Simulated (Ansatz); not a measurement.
# KAlO3 (Pm-3m) in Ansatz: reference runs

Aim: a first look at KAlO3 with PBEsol, on the cell as given and on a disturbed one.

All numbers are computed with Ansatz 0.2.0; they aren't measurements. Logs are shortened: lines on timing, memory, paths and dates and some standing lists are left out, and cuts for length are marked.

## Step 1: The crystal as given

The structure is cubic, space group Pm-3m (No. 221). Conventional cell: a = 3.867 Å, b = 3.867 Å, c = 3.867 Å, α = 90.00°, β = 90.00°, γ = 90.00°. K (site symmetry m-3m) is surrounded by 12 O at 2.73 Å. Around Al (site symmetry m-3m) lie 6 O at 1.93 Å. O (site symmetry 4/mmm) is surrounded by 2 Al at 1.93 Å.

The cell comes from a database or a generator and needn't be the stable form of this composition.

## Step 2: Single point, PBEsol

input.yaml reads:

```yaml
crystal:
  lattice:
    - [3.867014, 0.0, 0.0]
    - [0.0, 3.867014, 0.0]
    - [0.0, 0.0, 3.867014]
  atoms:
    - { symbol: K, position: [0.0, 0.0, 0.0] }
    - { symbol: Al, position: [0.5, 0.5, 0.5] }
    - { symbol: O, position: [0.0, 0.5, 0.5] }
    - { symbol: O, position: [0.5, 0.0, 0.5] }
    - { symbol: O, position: [0.5, 0.5, 0.0] }
kpoints:
  mp_grid: { grid: [7, 7, 7] }
scf:
  occupations: { method: fermi_dirac, width: 0.05 }
hamiltonian:
  xc: pbesol
  pseudopotentials: { kind: all_electron, lapw: { basis_error: 0.001 } }
output:
  forces: true
  stress: true
  eigenvalues: true
  populations: true
```

Potentials or basis: all-electron LAPW, scalar-relativistic.

Run with:

```sh
ansatz run input.yaml --threads 4 --pin off --max-ram 12288MiB --backend cpu --events-out ev --progress --plain --runs-dir out
```

Output:

```text
Warning: RAYON_NUM_THREADS=4 ignored (pool sized by the plan → 4); use --threads N
K: projections on atomic orbitals take those of the free atom 1s2 2s2 2p6 3s2 3p6 4s1, of charge +0.00 (hamiltonian.pseudopotentials.projection_atoms)
Al: projections on atomic orbitals take those of the free atom 1s2 2s2 2p6 3s2 3p1, of charge +0.00 (hamiltonian.pseudopotentials.projection_atoms)
O: projections on atomic orbitals take those of the free atom 1s2 2s2 2p4, of charge +0.00 (hamiltonian.pseudopotentials.projection_atoms)
LAPW: plane waves up to 9.923 Å⁻¹, error target 1.0e-3 eV per atom; small_component_spin mean_spin; O in spheres of 0.947 Å, 8 of its electrons in bands, Dirac shells []; Al in spheres of 0.987 Å, 11 of its electrons in bands, Dirac shells []; K in spheres of 0.987 Å, 17 of its electrons in bands, Dirac shells [] (how accurate: hamiltonian.pseudopotentials.lapw.basis_error, Limitations)
Engine: ansatz 0.2.0, x86_64-unknown-linux-gnu
Pseudopotentials: kind: all_electron
Pseudopotential: K, LAPW, valence charge 17, lapw/all_electron/scalar/gaussian/K, Koelling and Harmon's equation, gaussian nucleus
Pseudopotential: Al, LAPW, valence charge 11, lapw/all_electron/scalar/gaussian/Al, Koelling and Harmon's equation, gaussian nucleus
Pseudopotential: O, LAPW, valence charge 8, lapw/all_electron/scalar/gaussian/O, Koelling and Harmon's equation, gaussian nucleus
Functional definition: PBEsol
  exchange = pbesol_x
  correlation = pbesol_c
Crystal: 5 atoms, lattice volume = 57.827 Å³
Basis set: ecut = 375.14123133206203 eV, 949 PW (Γ), exchange–correlation at level 2
Bands: 32, of which v1, the nominal top of the filled ones, is band 26 counted from 1 (25 counted from 0)
Symmetry: 48 space group operations
Space group: Pm-3m (ITA 221), of the structure as read, at distance tolerance 3.9e-5 Å
k-points: 20 of 343
Non-local potential: K, projectors of the file, none
Non-local potential: Al, projectors of the file, none
Non-local potential: O, projectors of the file, none
Initial density: superposition of atomic densities (chi_scale 0.1, normalization cell, long waves kept (reshape's long-wave potential 0.00 eV rms))
Initial wavefunctions: plane waves of lowest kinetic energy (no species holds an atomic orbital)
Functional: x = pbesol(κ = 0.804, μ = 0.12345679012345678), c = pbesol(β = 0.046)
iter 1 solved again at ethr=5.30e-3 eV; its pass at ethr=1.00e-1 eV (dr2=2.76e0 eV) is discarded
SCF iter   1: F=—  HF=-29085.068254 eV  |F-HF|=—  |Δ(HF+E_count)|=         —  Δρ=6.83e-2  dr2=2.75e0  ethr=5.30e-3  ⟨swp⟩=2.0  Hψ=4251  notcnv=0
preconditioner: auto → Kerker (q_TF=auto, 2.680 Å⁻¹)  [metal: Δε(μ)=0.037 eV  Ē_g=17.472 eV  σ=0.050 eV  W_gap=0.18  n_scr=18 (ndim 8)  ℏωp=26.7 eV  f_vac=0.000  D(μ)=5.35/eV (n_scr^D=80)]
SCF iter   2: F=—  HF=-29083.514218 eV  |F-HF|=—  |Δ(HF+E_count)|=    1.55e0  Δρ=2.53e-2  dr2=4.13e-1  ethr=5.30e-3  ⟨swp⟩=3.0  Hψ=2031  notcnv=0
SCF iter   3: F=—  HF=-29083.483596 eV  |F-HF|=—  |Δ(HF+E_count)|=   3.06e-2  Δρ=1.95e-2  dr2=2.79e-1  ethr=7.93e-4  ⟨swp⟩=2.3  Hψ=1967  notcnv=0
iter 4 solved again at ethr=2.28e-5 eV; its pass at ethr=5.37e-4 eV (dr2=1.19e-2 eV) is discarded
SCF iter   4: F=—  HF=-29083.438844 eV  |F-HF|=—  |Δ(HF+E_count)|=         —  Δρ=3.57e-3  dr2=1.19e-2  ethr=2.28e-5  ⟨swp⟩=2.0  Hψ=3330  notcnv=0
the basis was enlarged: its passes take 161.8 KiB over the memory plan, 4 of 4 planned eigensolver slots
SCF iter   5: F=—  HF=-29083.436359 eV  |F-HF|=—  |Δ(HF+E_count)|=   2.49e-3  Δρ=1.26e-3  dr2=2.28e-3  ethr=2.28e-5  ⟨swp⟩=2.1  Hψ=1945  notcnv=0
SCF iter   6: F=—  HF=-29083.435781 eV  |F-HF|=—  |Δ(HF+E_count)|=   5.78e-4  Δρ=4.31e-4  dr2=3.11e-4  ethr=4.39e-6  ⟨swp⟩=2.0  Hψ=1877  notcnv=0
SCF iter   7: F=—  HF=-29083.435570 eV  |F-HF|=—  |Δ(HF+E_count)|=   2.11e-4  Δρ=1.68e-4  dr2=2.55e-5  ethr=5.99e-7  ⟨swp⟩=3.0  Hψ=1928  notcnv=0
SCF iter   8: F=—  HF=-29083.435560 eV  |F-HF|=—  |Δ(HF+E_count)|=   1.00e-5  Δρ=5.52e-5  dr2=2.61e-6  ethr=4.90e-8  ⟨swp⟩=2.4  Hψ=1870  notcnv=0
SCF iter   9: F=—  HF=-29083.435560 eV  |F-HF|=—  |Δ(HF+E_count)|=   6.53e-7  Δρ=1.48e-5  dr2=1.20e-7  ethr=5.02e-9  ⟨swp⟩=3.0  Hψ=1931  notcnv=0
SCF iter  10: F=-29083.435560 eV  HF=-29083.435560 eV  |F-HF|=7.55e-9  |Δ(HF+E_count)|=   1.29e-8  Δρ=4.47e-6  dr2=1.10e-8  ethr=2.31e-10  ⟨swp⟩=2.0  Hψ=1860  notcnv=0
SCF 1 converged in 10 iterations: F = -29083.435560 eV  dr2 = 1.10e-8
SCF converged after 10 iterations
Free energy (F): -29083.435560 eV
Harris-Foulkes:  -29083.435560 eV  (|F-HF|=7.55e-9)
Internal energy: -29083.394646 eV  (E = F + TS)
E sigma→0 (E₀):  -29083.415103 eV
Entropy (-TS):   -0.040914 eV (-8.183 meV/atom)
Fermi energy:    5.896931 eV
--- Per-component energies (eV) ---
  E_band       = -5827.794055
  E_kinetic    = 29186.148614
  E_xc         = -2057.644933
  E_electrostatic = -56211.898327  (all electrons and nuclei)
  E_smearing   = -0.040914  (= −TS)
  E_closure    = 0.000000  (closes the sum)
  E_atoms      = -29054.312590  (free atoms, spherical and without spin; not in F)
  Σ components = -29083.435560   (vs F -29083.435560, Δ=0.00e0)
  Basis errors (estimates in eV, not in F): energy 4.6e-4 per atom: plane waves 4.2e-4 (2.4e-4 summed), levels above the bands 5.1e-94, relativity 7.2e-8, radial functions 4.4e-5, core shells 3.6e-12; eigenvalues (radial functions only) 3.0e-5; not estimated: angular momenta, meshes, grids; target (lapw.basis_error) 1.0e-3; muffin-tin radii O 0.947 Å, Al 0.987 Å, K 0.987 Å
--- Forces (eV/Å), atoms counted from 1 ---
  atom   1  K     -0.00000000     0.00000000     0.00000000
  atom   2  Al     0.00000000     0.00000000    -0.00000000
  atom   3  O      0.00000000    -0.00000000     0.00000000
  atom   4  O     -0.00000000    -0.00000000     0.00000000
  atom   5  O      0.00000000     0.00000000    -0.00000000
  max |Σ_I F_I| component: 5.00e-30 eV/Å
--- Stress (GPa, compression-positive) ---
       -5.775747      -0.000000      -0.000000
       -0.000000      -5.775747       0.000000
       -0.000000       0.000000      -5.775747
  P = ⅓ Tr σ = -5.7757 GPa (-57.757 kbar)
--- Band table (eV; the first three rows and the last of 20) ---
  k-point 0: bands = ["-496.6225", "-496.6225", "-496.6225", "-337.5000", "-264.5231", "-264.5231", "-264.5231", "-94.1689", "-55.8616", "-55.8616", "-55.8616", "-20.2627", "-11.5021", "-9.6318", "-9.6318", "-3.9328", "-3.9328", "-3.9328", "2.1021", "2.1021", "2.1021", "5.4229", "5.4229", "5.4229", "5.9583", "5.9583", "5.9583", "12.5066", "14.7978", "14.7978", "15.7052", "16.4734"]
  k-point 1: bands = ["-496.6225", "-496.6225", "-496.6225", "-337.5000", "-264.5231", "-264.5231", "-264.5231", "-94.1689", "-55.8617", "-55.8616", "-55.8616", "-20.2550", "-11.4540", "-9.7352", "-9.6257", "-3.9121", "-3.9121", "-3.8755", "2.1257", "2.1257", "2.1324", "5.3190", "5.3340", "5.3340", "5.6251", "5.8785", "5.8785", "12.9482", "15.0739", "15.0909", "16.0506", "16.6210"]
  k-point 2: bands = ["-496.6225", "-496.6225", "-496.6225", "-337.5000", "-264.5231", "-264.5231", "-264.5231", "-94.1689", "-55.8618", "-55.8616", "-55.8616", "-20.2375", "-11.3262", "-9.9809", "-9.6118", "-3.8646", "-3.8646", "-3.7582", "2.1795", "2.1795", "2.2660", "4.8912", "5.0984", "5.1353", "5.1353", "5.7090", "5.7090", "13.9977", "15.7139", "15.7641", "17.0297", "17.0316"]
  k-point 19: bands = ["-496.6225", "-496.6225", "-496.6225", "-337.5000", "-264.5231", "-264.5231", "-264.5231", "-94.1689", "-55.8618", "-55.8618", "-55.8618", "-20.1697", "-10.3113", "-10.1881", "-10.1881", "-4.1860", "-4.1860", "-4.1317", "-0.5908", "3.6773", "3.7855", "3.7855", "4.5882", "4.5882", "6.3543", "6.3543", "6.4180", "15.3014", "15.4802", "15.4802", "18.8107", "18.9847"]
--- Löwdin populations: 5 sites ---
  site symbol       q [e]
     0      K     18.0794
     1     Al     11.9418
     2      O      8.5930
     3      O      8.5930
     4      O      8.5930
  spilling = 0.003568 (of n_electrons = 56.000000)
```

Wall time 8.2 s (4 threads of Intel Xeon Platinum 8259CL at 2.50GHz (Skylake/Cascade Lake), shared host); peak memory 0.46 GiB.

Results:

| Item | Value |
| --- | --- |
| Free energy | -29083.4356 eV |
| Pressure | -5.8 GPa |
| Band gap on the k mesh | none (metal or under the smearing width) |
| Loewdin charges | K +0.92; Al +1.06; O -0.59 e |

## Step 3: Single point, PBEsol (atoms moved at random, drawn with an rms of 0.05 Å)

input.yaml reads:

```yaml
crystal:
  lattice:
    - [3.867014, 0.0, 0.0]
    - [0.0, 3.867014, 0.0]
    - [0.0, 0.0, 3.867014]
  atoms:
    - { symbol: K, position: [-0.001566, 0.01336, 0.001663] }
    - { symbol: Al, position: [0.494543, 0.513323, 0.51448] }
    - { symbol: O, position: [-0.003342, 0.509862, 0.482178] }
    - { symbol: O, position: [0.482249, 0.005179, 0.486262] }
    - { symbol: O, position: [0.504082, 0.50396, 0.002439] }
kpoints:
  mp_grid: { grid: [7, 7, 7] }
scf:
  occupations: { method: fermi_dirac, width: 0.05 }
hamiltonian:
  xc: pbesol
  pseudopotentials: { kind: all_electron, lapw: { basis_error: 0.001 } }
output:
  forces: true
  stress: true
  eigenvalues: true
  populations: true
```

Potentials or basis: all-electron LAPW, scalar-relativistic.

Run with:

```sh
ansatz run input.yaml --threads 4 --pin off --max-ram 12288MiB --backend cpu --events-out ev --progress --plain --runs-dir out
```

Output:

```text
Warning: RAYON_NUM_THREADS=4 ignored (pool sized by the plan → 4); use --threads N
K: projections on atomic orbitals take those of the free atom 1s2 2s2 2p6 3s2 3p6 4s1, of charge +0.00 (hamiltonian.pseudopotentials.projection_atoms)
Al: projections on atomic orbitals take those of the free atom 1s2 2s2 2p6 3s2 3p1, of charge +0.00 (hamiltonian.pseudopotentials.projection_atoms)
O: projections on atomic orbitals take those of the free atom 1s2 2s2 2p4, of charge +0.00 (hamiltonian.pseudopotentials.projection_atoms)
LAPW: plane waves up to 10.192 Å⁻¹, error target 1.0e-3 eV per atom; small_component_spin mean_spin; O in spheres of 0.922 Å, 8 of its electrons in bands, Dirac shells []; Al in spheres of 0.966 Å, 11 of its electrons in bands, Dirac shells []; K in spheres of 0.966 Å, 17 of its electrons in bands, Dirac shells [] (how accurate: hamiltonian.pseudopotentials.lapw.basis_error, Limitations)
[... 8 set-up lines as earlier in the session ...]
Crystal: 5 atoms, lattice volume = 57.827 Å³
Basis set: ecut = 395.7612650195563 eV, 1021 PW (Γ), exchange–correlation at level 2
Bands: 32, of which v1, the nominal top of the filled ones, is band 26 counted from 1 (25 counted from 0)
Symmetry: 1 space group operations
Space group: P1 (ITA 1), of the structure as read, at distance tolerance 3.9e-5 Å
k-points: 172 of 343 (time reversal used)
[... 6 set-up lines as earlier in the session ...]
iter 1 solved again at ethr=5.68e-3 eV; its pass at ethr=1.00e-1 eV (dr2=2.95e0 eV) is discarded
SCF iter   1: F=—  HF=-29085.010105 eV  |F-HF|=—  |Δ(HF+E_count)|=         —  Δρ=7.04e-2  dr2=2.95e0  ethr=5.68e-3  ⟨swp⟩=2.0  Hψ=36592  notcnv=0
[... 16 lines left out ...]
SCF 1 converged in 14 iterations: F = -29083.365908 eV  dr2 = 9.70e-9
SCF converged after 14 iterations
Free energy (F): -29083.365908 eV
Harris-Foulkes:  -29083.365908 eV  (|F-HF|=1.28e-8)
Internal energy: -29083.324295 eV  (E = F + TS)
E sigma→0 (E₀):  -29083.345102 eV
Entropy (-TS):   -0.041613 eV (-8.323 meV/atom)
Fermi energy:    5.903674 eV
--- Per-component energies (eV) ---
  E_band       = -5827.472219
  E_kinetic    = 29186.344428
  E_xc         = -2057.646754
  E_electrostatic = -56212.021969  (all electrons and nuclei)
  E_smearing   = -0.041613  (= −TS)
  E_closure    = 0.000000  (closes the sum)
  E_atoms      = -29054.312590  (free atoms, spherical and without spin; not in F)
  Σ components = -29083.365908   (vs F -29083.365908, Δ=0.00e0)
  Basis errors (estimates in eV, not in F): energy 5.0e-4 per atom: plane waves 4.6e-4 (2.6e-4 summed), levels above the bands 5.3e-94, relativity 7.4e-8, radial functions 4.2e-5, core shells 1.8e-11; eigenvalues (radial functions only) 2.2e-5; not estimated: angular momenta, meshes, grids; target (lapw.basis_error) 1.0e-3; muffin-tin radii O 0.922 Å, Al 0.966 Å, K 0.966 Å
--- Forces (eV/Å), atoms counted from 1 ---
  atom   1  K     -0.08898697    -0.08315558    -0.12281254
  atom   2  Al     0.05948370    -0.28067764    -0.77457040
  atom   3  O     -0.12233154    -0.00053492     0.52568304
  atom   4  O      0.30615192     0.24384697     0.43797531
  atom   5  O     -0.15431662     0.12052144    -0.06627671
  max |Σ_I F_I| component: 1.29e-6 eV/Å
--- Stress (GPa, compression-positive) ---
       -5.702856      -0.073175       0.066427
       -0.073175      -5.509127      -0.111370
        0.066427      -0.111370      -5.356604
  P = ⅓ Tr σ = -5.5229 GPa (-55.229 kbar)
--- Band table (eV; the first three rows and the last of 172) ---
  k-point 0: bands = ["-496.6236", "-496.6171", "-496.6075", "-337.4920", "-264.5152", "-264.5151", "-264.5149", "-94.1720", "-55.8655", "-55.8651", "-55.8632", "-20.2585", "-11.4957", "-9.6313", "-9.6185", "-3.9308", "-3.9277", "-3.9276", "2.1128", "2.1236", "2.1303", "5.4151", "5.4183", "5.4282", "5.9446", "5.9655", "5.9719", "12.4806", "14.7993", "14.8087", "15.6875", "16.4530"]
  k-point 1: bands = ["-496.6236", "-496.6171", "-496.6075", "-337.4920", "-264.5152", "-264.5151", "-264.5149", "-94.1720", "-55.8655", "-55.8651", "-55.8633", "-20.2507", "-11.4477", "-9.7340", "-9.6128", "-3.9100", "-3.9091", "-3.8687", "2.1122", "2.1479", "2.1831", "5.2862", "5.3328", "5.3583", "5.6184", "5.8864", "5.8932", "12.9202", "15.0751", "15.0939", "16.0285", "16.6076"]
  k-point 2: bands = ["-496.6236", "-496.6171", "-496.6075", "-337.4920", "-264.5152", "-264.5151", "-264.5149", "-94.1720", "-55.8655", "-55.8651", "-55.8634", "-20.2332", "-11.3204", "-9.9791", "-9.5988", "-3.8628", "-3.8618", "-3.7520", "2.1587", "2.2018", "2.3219", "4.8767", "5.0553", "5.1415", "5.1783", "5.7179", "5.7260", "13.9654", "15.7131", "15.7567", "16.9747", "17.0162"]
  k-point 171: bands = ["-496.6236", "-496.6171", "-496.6075", "-337.4920", "-264.5152", "-264.5151", "-264.5149", "-94.1720", "-55.8657", "-55.8652", "-55.8633", "-20.2073", "-11.0354", "-10.2223", "-9.7184", "-3.8955", "-3.7982", "-3.7249", "1.2501", "2.6984", "3.3739", "3.7775", "4.3354", "5.0598", "5.4496", "5.6350", "5.6984", "15.3778", "16.5036", "16.6317", "17.6996", "17.8580"]
--- Löwdin populations: 5 sites ---
  site symbol       q [e]
     0      K     18.0791
     1     Al     11.9423
     2      O      8.5917
     3      O      8.5929
     4      O      8.5938
  spilling = 0.003576 (of n_electrons = 56.000000)
```

populations.tsv:

```text
# site	symbol	l	j	q
# orbitals = lowdin
# n_electrons = 56.000000
# spilling = 0.003576
# projection_atom_K: 1s2 2s2 2p6 3s2 3p6 4s1
# projection_atom_Al: 1s2 2s2 2p6 3s2 3p1
# projection_atom_O: 1s2 2s2 2p4
0	K	0_1S	-	1.999955
0	K	0_2S	-	1.997222
0	K	0_3S	-	1.919722
0	K	0_4S	-	0.208538
0	K	1_2P	-	5.999922
0	K	1_3P	-	5.953787
1	Al	0_1S	-	1.999829
1	Al	0_2S	-	1.985053
1	Al	0_3S	-	0.548218
1	Al	1_2P	-	5.994522
1	Al	1_3P	-	1.414664
2	O	0_1S	-	1.997655
2	O	0_2S	-	1.730002
2	O	1_2P	-	4.864043
3	O	0_1S	-	1.997647
3	O	0_2S	-	1.729530
3	O	1_2P	-	4.865688
4	O	0_1S	-	1.997625
4	O	0_2S	-	1.728075
4	O	1_2P	-	4.868067
```

It took 1.8 min on 4 threads of Intel Xeon Platinum 8259CL at 2.50GHz (Skylake/Cascade Lake), shared host; peak memory 1.1 GiB.

What came out:

```
Free energy            : -29083.3659 eV
Pressure               : -5.5 GPa
Largest force          : 0.826 eV/Å
Band gap on the k mesh : none (metal or under the smearing width)
Loewdin charges        : K +0.92; Al +1.06; O -0.59 e
```

Forces in eV/Å, atoms in the order of the input:
```
K   -0.089 -0.083 -0.123
Al   0.059 -0.281 -0.775
O   -0.122 -0.001  0.526
O    0.306  0.244  0.438
O   -0.154  0.121 -0.066
```

Levels at points of the mesh, in eV from the Fermi level:
| k point | band 23 | band 24 | band 25 | band 26 | band 27 | band 28 | band 29 | band 30 |
| --- | --- | --- | --- | --- | --- | --- | --- | --- |
| (0.00, 0.00, 0.00) | -0.49 | -0.48 | 0.04 | 0.06 | 0.07 | 6.58 | 8.90 | 8.90 |
